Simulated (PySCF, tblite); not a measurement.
# C₃H₇O₃Si radical: geometry, infrared bands and EPR parameters

Aim: predict the infrared bands and EPR parameters of C₃H₇O₃Si radical (`C[C@@H]([SiH2]O)C([O])=O`).

Computed with tblite 0.8.0 and PySCF 2.14.0, with density-fitted response routines of our own, on a single molecule in the gas phase. Atoms count from 0, in the outputs and in this text.

### Step 1. The starting structure

14 atoms, charge 0, multiplicity 2; geometry from: force field or distance geometry start.

Bonds of the start (Å): C0–C1 1.51, C1–Si2 1.89, Si2–O3 1.65, C1–C4 1.55, C4–O5 1.26, C4–O6 1.27, C0–H7 1.10, C0–H8 1.10, C0–H9 1.11, C1–H10 1.09, Si2–H11 1.49, Si2–H12 1.48, O3–H13 0.99.

### Step 2. Optimising the geometry with GFN2-xTB

The job: settings as JSON, then the geometry in Å.

```
{"job": {"kind": "relax", "xc": "GFN2-xTB", "basis": "xTB"}, "charge": 0, "multiplicity": 2}
C     -1.378700     0.480500    -0.914600
C     -0.115000    -0.206100    -0.449200
Si     1.061600     0.902000     0.525600
O      2.375000     0.070400     1.079400
C     -0.377900    -1.487300     0.380700
O     -1.586300    -1.758100     0.621200
O      0.669800    -2.126300     0.690700
H     -1.151900     1.349300    -1.547600
H     -2.005100    -0.205900    -1.497800
H     -1.995700     0.843200    -0.068400
H      0.427000    -0.538800    -1.340100
H      0.378800     1.576000     1.666000
H      1.538900     1.997900    -0.352200
H      2.158700    -0.897300     1.149200
```

Run with:

```console
$ OMP_NUM_THREADS=1 python probes_run.py task.json out
```

One launch serves the whole session: the jobs run in the order shown.

**Question.** This job is followed by: GFN2-xTB harmonic vibrations, gas phase; UKS B3LYP, pcH-1 on C H O Si, non-relativistic, mean-field spin-orbit, GIAO. What will the session give for the following? strongest single infrared mode (GFN2-xTB); zero-point energy (GFN2-xTB); g(iso) (B3LYP); ⟨S²⟩; largest a(iso) (averaged by class); potential on the surface of density 0.002 e/bohr³, 1st and 99th percentile.

**Answer**, as computed:

| quantity | value |
| --- | --- |
| strongest single infrared mode (GFN2-xTB) | 836 cm⁻¹, 479 km/mol |
| zero-point energy (GFN2-xTB) | 59.8 kcal/mol |
| g(iso) (B3LYP) | 2.00297 |
| ⟨S²⟩ | 0.755 (exact 0.75) |
| largest a(iso) (averaged by class) | 13C on C4, -70.4 MHz |
| potential on the surface of density 0.002 e/bohr³, 1st and 99th percentile | -1.24 V and 1.57 V |

**Reading.** The optimisation took 66 steps and gained 0.457 eV; among the close pairs (by a distance rule), C1–C4 changed most, from 1.549 to 1.699 Å. No mode is imaginary among the 36: a minimum at this level. The strongest single mode, at 836 cm⁻¹, moves mainly H13. GFN2-xTB is a fitted tight-binding method: band positions and strengths are rough. Its intensities can rank the bands wrongly. C1 carries the largest spin population, 0.42 e. The isotropic g lies 0.6 ppt above the free-electron value. These values are for one conformer; the search (at its own cheap level) found 2 more, at 1.47, 1.48 kcal/mol, and measured spectra average over such forms.
